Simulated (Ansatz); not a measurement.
# CH2Se (triplet): from Hartree-Fock to the top rungs, cc-pVDZ

How much of the correlation energy of CH2Se (triplet) does each wave-function method recover here?

Computed with Ansatz 0.2.0, Gaussian basis. Level: cc-pVDZ, core rule «outside noble gas», up to 15 orbitals frozen.

Plan: UHF; CCSD(T) on ROHF; CCSD(T) on UHF; BCCD(T) on ROHF; CISD; CCSDT(Q) on ROHF; CCSDT(Q) on UHF; CASSCF and MRCISD+Q, 12 electrons in 10 orbitals; CASSCF and NEVPT2, 12 electrons in 10 orbitals.

29 further runs of the same task are left out: 13 that didn't finish, 16 set aside as unsound or not needed.

### 1 The system

The geometry is a PBE0/def2-TZVP stationary point (not a proven minimum). No spin-orbit coupling is included. The filled d shell of Se may be among the frozen orbitals whatever the setting's name suggests; the logs give the count.

4 atoms, charge 0, spin multiplicity 3.

Atoms are counted from 1 here; the program's logs count them from 0.

Bond lengths: C1–Se2 1.825 Å, C1–H3 1.086 Å, Se2–H4 1.481 Å. Angles: Se2–C1–H3 130.4°, C1–Se2–H4 97.5°.

### 2 UHF

Input file in.yaml:

```yaml
crystal:
  periodic: [false, false, false]
  atoms:
    - {symbol: C, position_ang: [-0.138178, 0.063138, 1.556475]}
    - {symbol: Se, position_ang: [0.012399, -0.027633, -0.259811]}
    - {symbol: H, position_ang: [0.619602, -0.016251, 2.330305]}
    - {symbol: H, position_ang: [0.055644, 1.428588, -0.524289]}
basis:
  gaussian: {orbitals: cc-pVDZ}
magnetization: {spin_polarized: true, initial_magnetization: 2}
hamiltonian: {xc: hf}
output: {orbitals: {seedname: orbitals}}
```

Started as:

```console
$ ansatz run in.yaml --threads 1 --pin off --events-out ev --progress --plain --max-ram 2393MiB
```

The runs that follow: CCSD(T) on ROHF; CCSD(T) on UHF; BCCD(T) on ROHF; CISD; CCSDT(Q) on ROHF; CCSDT(Q) on UHF; CASSCF and MRCISD+Q, 12 electrons in 10 orbitals; CASSCF and NEVPT2, 12 electrons in 10 orbitals.

Q: Predict the results of all the runs planned. Wanted: UCCSDT(Q) below the RHF energy; RMP2 from UCCSDT(Q); UMP2 from UCCSDT(Q); RCCSD from UCCSDT(Q); RCCSD(T) from UCCSDT(Q); UCCSD(T) from UCCSDT(Q); RCCSDT(Q) from UCCSDT(Q); NEVPT2 valence from UCCSDT(Q); MRCISD+Q valence from UCCSDT(Q).

The runs gave:

```
                         quantity                                                   value
   UCCSDT(Q) below the RHF energy                                              -6.8895 eV
              RMP2 from UCCSDT(Q)                                         +26.19 kcal/mol
              UMP2 from UCCSDT(Q)                                         +26.02 kcal/mol
             RCCSD from UCCSDT(Q)                                          +5.16 kcal/mol
          RCCSD(T) from UCCSDT(Q)                                          +0.93 kcal/mol
          UCCSD(T) from UCCSDT(Q)                                          +0.93 kcal/mol
         RCCSDT(Q) from UCCSDT(Q)                                          +0.04 kcal/mol
    NEVPT2 valence from UCCSDT(Q)                                         +25.36 kcal/mol
  MRCISD+Q valence from UCCSDT(Q)                                          +1.14 kcal/mol
levels within 1 kcal/mol (43 meV)  RCCSD(T), UCCSD(T), BCCD(T), RCCSDT, UCCSDT, RCCSDT(Q)
                    T1 diagnostic                                                   0.033
   effectively unpaired electrons                                                    2.02
```

RCCSD(T) lands +0.93 kcal/mol from the yardstick (0.6 % of the correlation energy). One determinant dominates. Of the multireference levels listed MRCISD+Q valence comes nearest in total energy (+1.14 kcal/mol), which doesn't show that its space is the better one. These misses are within one basis, not against nature; the frozen cores of restricted and unrestricted runs differ, which can shift their rows.
